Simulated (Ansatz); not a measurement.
## CaB2 in Ansatz: the effect of functional

CaB2:

```
CELL_PARAMETERS angstrom
3.22643 0.00000 0.00000
-1.61322 2.79417 0.00000
0.00000 0.00000 4.06739
ATOMIC_POSITIONS crystal
Ca 0.00000 0.00000 0.00000
B 0.66667 0.33333 0.50000
B 0.33333 0.66667 0.50000
```

The cell comes from a database or a generator and needn't be the stable form of this composition.

Alike in all runs:

* Program: Ansatz 0.2.0
* Task: band structure
* Potentials or basis: Ansatz PAW
* k mesh: 9 × 9 × 7
* Occupations: fermi-dirac, width 0.05 eV
* Spin: no spin polarisation

| functional | cutoff | pressure (GPa) |
| --- | --- | --- |
| LDA | 420 eV (not typed: the program's choice for these potentials) | ? |
| PBE | 420 eV (not typed: the program's choice for these potentials) | -0.4 |
| PBEsol | 420 eV (not typed: the program's choice for these potentials) | -3.3 |
| RPBE | 420 eV (not typed: the program's choice for these potentials) | 2.7 |
| revPBE | 420 eV (not typed: the program's choice for these potentials) | 1.9 |
| BLYP | 420 eV (not typed: the program's choice for these potentials) | 2.3 |
| r2SCAN | 500 eV (not typed: the program's choice for these potentials) | -0.4 |

Task: What does the run with functional LDA give?

Result: Pressure -7.0 GPa.

Caveats: the PAW data sets come from PBE, with cores solved anew for the run's functional, which leaves a small shift of forces and pressure (some runs).
